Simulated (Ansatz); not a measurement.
Born–Oppenheimer molecular dynamics of a periodic cell of 15 atoms, K3Pt2I10 (host K2PtI5, host structure Cmcm, one K atom removed), cell charge -1. It goes on from the last frame of an earlier run, with new velocities.

Theory: DFT PBEsol, scalar-relativistic, plane waves, PAW in Ansatz 0.2.0. Settings: accuracy low, cutoff 420 eV, k mesh 2x2x1, fermi-dirac smearing 0.05 eV, no spin polarisation.

- ensemble: NVT, Langevin thermostat
- time step: 2 fs
- steps asked: 120
- set temperature: 1170 K
- friction: 0.005 /fs
- seed: 904346

Frames 2 fs apart, positions in Å, forces in eV/Å.

Velocities at 160.0 fs (Å/ps):

```
K -2.08 -1.60 -7.31
K 4.06 -0.55 4.92
K 2.43 1.96 1.22
Pt 0.81 -2.33 1.89
Pt 0.57 -0.45 -1.27
I -1.42 -1.48 3.16
I 1.22 -2.16 -0.22
I 1.81 0.36 3.77
I -2.07 -1.90 2.56
I 1.00 0.46 -0.14
I 0.40 -0.49 -3.75
I 0.90 -2.41 -1.27
I -1.51 1.27 -0.23
I 3.47 -1.51 5.28
I 1.42 -4.11 -5.06
```

```xyz
15
Lattice="6.4265 -4.6060 0.0000 6.4265 4.6060 0.0000 0.0000 0.0000 11.5250" Properties=species:S:1:pos:R:3:forces:R:3 time_fs=160.0 energy_less_start_eV=0.486 T=745
K 4.142 2.078 3.209 -0.01 -0.23 -0.24
K 9.405 -1.118 9.099 -0.27 -0.44 -0.53
K 9.289 2.065 3.118 0.08 0.16 -0.09
Pt 0.169 -0.185 5.790 -0.40 0.19 0.25
Pt 0.097 0.078 0.112 -1.98 -1.62 -0.17
I 6.301 -2.120 6.326 0.22 -0.54 -0.29
I 6.931 1.789 5.474 -0.48 0.15 0.05
I 6.496 -1.998 11.277 0.52 0.79 -0.09
I 6.003 1.923 0.308 0.34 0.47 0.10
I 2.838 -0.093 6.025 -0.40 0.15 -0.18
I 2.609 -0.335 0.113 0.81 0.15 -0.15
I 10.223 -0.370 5.550 0.76 0.23 0.36
I 10.151 0.393 0.161 0.64 0.02 0.63
I 6.751 -4.420 2.898 -0.15 0.12 0.48
I 6.307 4.048 8.732 0.30 0.42 -0.12
15
Lattice="6.4265 -4.6060 0.0000 6.4265 4.6060 0.0000 0.0000 0.0000 11.5250" Properties=species:S:1:pos:R:3:forces:R:3 time_fs=162.0 energy_less_start_eV=0.493 T=775
K 4.138 2.073 3.194 -0.02 -0.22 -0.22
K 9.414 -1.119 9.110 -0.27 -0.46 -0.56
K 9.294 2.070 3.120 0.08 0.15 -0.09
Pt 0.172 -0.189 5.794 -0.41 0.20 0.23
Pt 0.098 0.077 0.109 -1.97 -1.61 -0.12
I 6.298 -2.123 6.332 0.23 -0.55 -0.29
I 6.933 1.784 5.474 -0.47 0.15 0.05
I 6.500 -1.996 11.284 0.52 0.76 -0.09
I 6.000 1.920 0.313 0.35 0.49 0.07
I 2.840 -0.092 6.024 -0.39 0.14 -0.17
I 2.610 -0.337 0.105 0.78 0.15 -0.14
I 10.224 -0.375 5.547 0.76 0.22 0.35
I 10.149 0.396 0.161 0.67 0.03 0.65
I 6.758 -4.423 2.909 -0.15 0.11 0.43
I 6.310 4.040 8.721 0.30 0.42 -0.10
15
Lattice="6.4265 -4.6060 0.0000 6.4265 4.6060 0.0000 0.0000 0.0000 11.5250" Properties=species:S:1:pos:R:3:forces:R:3 time_fs=164.0 energy_less_start_eV=0.498 T=691
K 4.136 2.068 3.180 -0.02 -0.21 -0.20
K 9.423 -1.123 9.119 -0.28 -0.47 -0.57
K 9.298 2.076 3.121 0.08 0.15 -0.09
Pt 0.175 -0.193 5.798 -0.42 0.20 0.21
Pt 0.099 0.077 0.106 -1.96 -1.59 -0.08
I 6.295 -2.126 6.338 0.23 -0.55 -0.29
I 6.936 1.780 5.474 -0.47 0.15 0.05
I 6.503 -1.993 11.290 0.51 0.72 -0.10
I 5.997 1.918 0.318 0.36 0.51 0.05
I 2.843 -0.092 6.024 -0.39 0.14 -0.16
I 2.612 -0.339 0.099 0.76 0.16 -0.14
I 10.226 -0.379 5.544 0.76 0.21 0.35
I 10.146 0.398 0.162 0.70 0.04 0.66
I 6.765 -4.424 2.919 -0.15 0.11 0.38
I 6.313 4.031 8.711 0.30 0.42 -0.08
15
Lattice="6.4265 -4.6060 0.0000 6.4265 4.6060 0.0000 0.0000 0.0000 11.5250" Properties=species:S:1:pos:R:3:forces:R:3 time_fs=166.0 energy_less_start_eV=0.500 T=692
K 4.135 2.064 3.167 -0.03 -0.20 -0.17
K 9.431 -1.127 9.127 -0.29 -0.48 -0.58
K 9.301 2.083 3.121 0.08 0.14 -0.08
Pt 0.177 -0.196 5.801 -0.43 0.19 0.19
Pt 0.100 0.077 0.102 -1.95 -1.56 -0.03
I 6.292 -2.130 6.343 0.24 -0.55 -0.30
I 6.937 1.775 5.473 -0.47 0.16 0.05
I 6.506 -1.989 11.297 0.51 0.67 -0.10
I 5.995 1.915 0.323 0.37 0.53 0.02
I 2.846 -0.092 6.023 -0.39 0.14 -0.16
I 2.613 -0.340 0.092 0.73 0.16 -0.13
I 10.229 -0.384 5.541 0.76 0.20 0.34
I 10.144 0.402 0.163 0.72 0.04 0.66
I 6.774 -4.426 2.929 -0.16 0.11 0.34
I 6.315 4.023 8.702 0.30 0.43 -0.06
15
Lattice="6.4265 -4.6060 0.0000 6.4265 4.6060 0.0000 0.0000 0.0000 11.5250" Properties=species:S:1:pos:R:3:forces:R:3 time_fs=168.0 energy_less_start_eV=0.502 T=636
K 4.135 2.060 3.154 -0.04 -0.19 -0.15
K 9.440 -1.132 9.134 -0.29 -0.49 -0.58
K 9.303 2.089 3.120 0.07 0.14 -0.08
Pt 0.180 -0.199 5.804 -0.42 0.18 0.17
Pt 0.100 0.077 0.097 -1.93 -1.53 0.02
I 6.289 -2.134 6.347 0.24 -0.54 -0.30
I 6.938 1.771 5.473 -0.46 0.16 0.05
I 6.509 -1.985 11.302 0.51 0.63 -0.10
I 5.993 1.911 0.328 0.38 0.56 -0.01
I 2.850 -0.091 6.023 -0.39 0.13 -0.15
I 2.614 -0.340 0.085 0.70 0.17 -0.13
I 10.232 -0.389 5.538 0.76 0.20 0.34
I 10.142 0.406 0.165 0.74 0.04 0.66
I 6.782 -4.429 2.938 -0.17 0.11 0.29
I 6.317 4.017 8.693 0.30 0.43 -0.04
15
Lattice="6.4265 -4.6060 0.0000 6.4265 4.6060 0.0000 0.0000 0.0000 11.5250" Properties=species:S:1:pos:R:3:forces:R:3 time_fs=170.0 energy_less_start_eV=0.503 T=647
K 4.136 2.057 3.141 -0.05 -0.18 -0.14
K 9.448 -1.137 9.141 -0.29 -0.49 -0.59
K 9.304 2.097 3.120 0.07 0.13 -0.07
Pt 0.181 -0.202 5.806 -0.41 0.17 0.15
Pt 0.100 0.078 0.092 -1.90 -1.51 0.07
I 6.285 -2.139 6.351 0.25 -0.53 -0.30
I 6.938 1.767 5.474 -0.45 0.16 0.05
I 6.512 -1.980 11.308 0.50 0.58 -0.10
I 5.992 1.909 0.331 0.39 0.58 -0.03
I 2.854 -0.089 6.023 -0.40 0.13 -0.15
I 2.616 -0.340 0.078 0.67 0.17 -0.13
I 10.236 -0.394 5.534 0.75 0.20 0.34
I 10.138 0.409 0.167 0.76 0.04 0.66
I 6.792 -4.431 2.947 -0.18 0.12 0.25
I 6.321 4.011 8.684 0.29 0.43 -0.02
15
Lattice="6.4265 -4.6060 0.0000 6.4265 4.6060 0.0000 0.0000 0.0000 11.5250" Properties=species:S:1:pos:R:3:forces:R:3 time_fs=172.0 energy_less_start_eV=0.503 T=645
K 4.137 2.053 3.129 -0.06 -0.17 -0.12
K 9.456 -1.141 9.146 -0.29 -0.50 -0.59
K 9.307 2.104 3.121 0.07 0.13 -0.07
Pt 0.183 -0.204 5.808 -0.40 0.16 0.14
Pt 0.099 0.079 0.088 -1.86 -1.48 0.10
I 6.282 -2.144 6.353 0.25 -0.52 -0.30
I 6.938 1.763 5.475 -0.44 0.16 0.04
I 6.513 -1.976 11.313 0.50 0.53 -0.10
I 5.991 1.906 0.334 0.40 0.60 -0.06
I 2.857 -0.088 6.022 -0.40 0.12 -0.14
I 2.617 -0.340 0.070 0.62 0.18 -0.12
I 10.240 -0.400 5.531 0.74 0.20 0.33
I 10.135 0.413 0.169 0.78 0.04 0.66
I 6.802 -4.433 2.955 -0.20 0.12 0.22
I 6.325 4.005 8.675 0.28 0.43 0.01
15
Lattice="6.4265 -4.6060 0.0000 6.4265 4.6060 0.0000 0.0000 0.0000 11.5250" Properties=species:S:1:pos:R:3:forces:R:3 time_fs=174.0 energy_less_start_eV=0.502 T=616
K 4.140 2.048 3.117 -0.07 -0.16 -0.10
K 9.464 -1.145 9.151 -0.29 -0.50 -0.59
K 9.310 2.110 3.125 0.07 0.12 -0.07
Pt 0.185 -0.206 5.810 -0.39 0.13 0.12
Pt 0.096 0.079 0.084 -1.80 -1.46 0.13
I 6.280 -2.149 6.355 0.25 -0.50 -0.29
I 6.937 1.760 5.476 -0.43 0.16 0.04
I 6.515 -1.971 11.318 0.49 0.49 -0.10
I 5.989 1.903 0.338 0.41 0.62 -0.09
I 2.860 -0.086 6.023 -0.40 0.12 -0.14
I 2.618 -0.340 0.063 0.57 0.19 -0.12
I 10.243 -0.406 5.527 0.73 0.20 0.33
I 10.132 0.416 0.170 0.79 0.04 0.66
I 6.811 -4.434 2.963 -0.21 0.12 0.18
I 6.329 4.001 8.664 0.27 0.43 0.04
15
Lattice="6.4265 -4.6060 0.0000 6.4265 4.6060 0.0000 0.0000 0.0000 11.5250" Properties=species:S:1:pos:R:3:forces:R:3 time_fs=176.0 energy_less_start_eV=0.499 T=676
K 4.145 2.044 3.104 -0.09 -0.15 -0.08
K 9.472 -1.150 9.158 -0.29 -0.51 -0.59
K 9.313 2.115 3.129 0.07 0.12 -0.07
Pt 0.187 -0.206 5.812 -0.37 0.09 0.08
Pt 0.092 0.080 0.080 -1.72 -1.44 0.16
I 6.279 -2.155 6.357 0.25 -0.47 -0.29
I 6.937 1.758 5.476 -0.42 0.16 0.04
I 6.517 -1.968 11.323 0.49 0.44 -0.10
I 5.989 1.900 0.341 0.42 0.64 -0.12
I 2.863 -0.084 6.022 -0.40 0.11 -0.13
I 2.619 -0.341 0.056 0.51 0.20 -0.11
I 10.248 -0.413 5.521 0.72 0.20 0.33
I 10.130 0.419 0.171 0.81 0.05 0.66
I 6.821 -4.434 2.971 -0.22 0.12 0.15
I 6.334 3.997 8.654 0.26 0.43 0.07
15
Lattice="6.4265 -4.6060 0.0000 6.4265 4.6060 0.0000 0.0000 0.0000 11.5250" Properties=species:S:1:pos:R:3:forces:R:3 time_fs=178.0 energy_less_start_eV=0.494 T=676
K 4.150 2.040 3.091 -0.10 -0.14 -0.06
K 9.479 -1.155 9.163 -0.29 -0.51 -0.60
K 9.316 2.119 3.132 0.08 0.11 -0.07
Pt 0.188 -0.205 5.815 -0.34 0.04 0.05
Pt 0.089 0.080 0.077 -1.64 -1.42 0.19
I 6.277 -2.162 6.358 0.24 -0.43 -0.29
I 6.936 1.756 5.475 -0.41 0.17 0.04
I 6.519 -1.964 11.327 0.48 0.40 -0.10
I 5.989 1.898 0.345 0.43 0.66 -0.15
I 2.866 -0.083 6.022 -0.41 0.11 -0.13
I 2.622 -0.342 0.049 0.44 0.21 -0.11
I 10.254 -0.420 5.516 0.70 0.21 0.34
I 10.127 0.422 0.173 0.82 0.04 0.66
I 6.831 -4.434 2.979 -0.24 0.12 0.12
I 6.340 3.993 8.643 0.24 0.42 0.10
15
Lattice="6.4265 -4.6060 0.0000 6.4265 4.6060 0.0000 0.0000 0.0000 11.5250" Properties=species:S:1:pos:R:3:forces:R:3 time_fs=180.0 energy_less_start_eV=0.487 T=746
K 4.154 2.035 3.077 -0.11 -0.14 -0.03
K 9.485 -1.162 9.167 -0.28 -0.51 -0.59
K 9.318 2.122 3.136 0.08 0.11 -0.07
Pt 0.188 -0.205 5.817 -0.30 -0.01 0.01
Pt 0.085 0.080 0.074 -1.53 -1.40 0.21
I 6.275 -2.170 6.359 0.24 -0.39 -0.28
I 6.936 1.753 5.475 -0.40 0.17 0.04
I 6.520 -1.961 11.332 0.47 0.37 -0.10
I 5.991 1.895 0.350 0.43 0.68 -0.18
I 2.870 -0.081 6.021 -0.42 0.11 -0.12
I 2.625 -0.343 0.042 0.35 0.22 -0.10
I 10.261 -0.426 5.511 0.68 0.21 0.33
I 10.126 0.424 0.173 0.83 0.04 0.65
I 6.841 -4.434 2.986 -0.25 0.12 0.09
I 6.347 3.989 8.632 0.22 0.42 0.14
15
Lattice="6.4265 -4.6060 0.0000 6.4265 4.6060 0.0000 0.0000 0.0000 11.5250" Properties=species:S:1:pos:R:3:forces:R:3 time_fs=182.0 energy_less_start_eV=0.481 T=793
K 4.157 2.028 3.060 -0.13 -0.12 0.00
K 9.490 -1.172 9.172 -0.27 -0.52 -0.59
K 9.319 2.127 3.140 0.08 0.10 -0.07
Pt 0.188 -0.206 5.820 -0.26 -0.06 -0.03
Pt 0.080 0.079 0.070 -1.42 -1.38 0.23
I 6.272 -2.178 6.359 0.24 -0.34 -0.27
I 6.935 1.750 5.476 -0.40 0.17 0.04
I 6.521 -1.959 11.337 0.46 0.33 -0.11
I 5.995 1.893 0.354 0.44 0.69 -0.21
I 2.873 -0.080 6.021 -0.42 0.11 -0.12
I 2.629 -0.344 0.035 0.27 0.24 -0.09
I 10.267 -0.433 5.506 0.65 0.21 0.33
I 10.124 0.427 0.173 0.83 0.04 0.65
I 6.851 -4.434 2.994 -0.27 0.12 0.07
I 6.353 3.986 8.622 0.19 0.41 0.18
```

Of the whole run (240 fs, mean temperature of the second half 726 K): The mean temperature of the second half is 38 % below the set value. A run of 0.24 ps of so small a system gives no equilibrium averages. Limits of this set-up: coarse k mesh, low accuracy level, charged cell in a uniform background, uncorrected.

Time of the run: 14 min on 2 threads of Intel(R) Xeon(R) 6975P-C (Granite Rapids), on a shared host, peak memory 1.5 GiB.
